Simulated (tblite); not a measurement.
# C3H14BNSi2: the cost of one run

The runs use tblite 0.8.0 and PySCF 2.14.0, with density-fitted response routines of our own; the level of theory stands in each step. All values are computed, except where a source is named. Atoms are numbered from 0 throughout.

### 1 The starting structure

21 atoms, charge 0, multiplicity 1; geometry from: force field or distance geometry start.

Bonds of the start (Å): B0–Si1 1.92, Si1–Si2 2.20, Si2–C3 1.86, Si2–C4 1.88, Si2–N5 1.78, N5–C6 1.44, B0–H7 1.20, B0–H8 1.19, Si1–H9 1.47, Si1–H10 1.48, C3–H11 1.09, C3–H12 1.11, C3–H13 1.12, C4–H14 1.12, C4–H15 1.10, C4–H16 1.10, N5–H17 1.03, C6–H18 1.12, C6–H19 1.11, C6–H20 1.09.

### 2 Optimising the geometry with GFN2-xTB

The job: settings as JSON, then the geometry in Å.

```
{"job": {"kind": "relax", "xc": "GFN2-xTB", "basis": "xTB"}, "charge": 0, "multiplicity": 1}
B      2.555200     1.187400    -0.964600
Si     1.772100     0.376500     0.587400
Si    -0.235100    -0.466300     0.295300
C     -0.514500    -1.213900    -1.385300
C     -0.433800    -1.855900     1.548700
N     -1.577500     0.667800     0.585700
C     -1.558400     1.845900    -0.248900
H      3.304800     2.103100    -0.790200
H      2.795200     0.479900    -1.885200
H      1.723700     1.381000     1.661400
H      2.641200    -0.726900     1.069200
H     -0.653700    -0.456100    -2.156300
H      0.271400    -1.940400    -1.664300
H     -1.457000    -1.817300    -1.344500
H     -0.146100    -1.398100     2.527900
H      0.254100    -2.666900     1.259600
H     -1.490200    -2.166700     1.545800
H     -2.504100     0.218500     0.684900
H     -1.020500     2.635200     0.336700
H     -2.613700     2.150800    -0.427700
H     -1.122000     1.679200    -1.236100
```

Run with:

```bash
$ OMP_NUM_THREADS=1 python probes_run.py task.json out
```

This one command runs all jobs of the session in turn.

**Question.** How long does this first job take on 1 thread of Arm Neoverse N1, shared host, and how much memory does it need?

About 1.8 s, with a peak of 0.18 GiB.
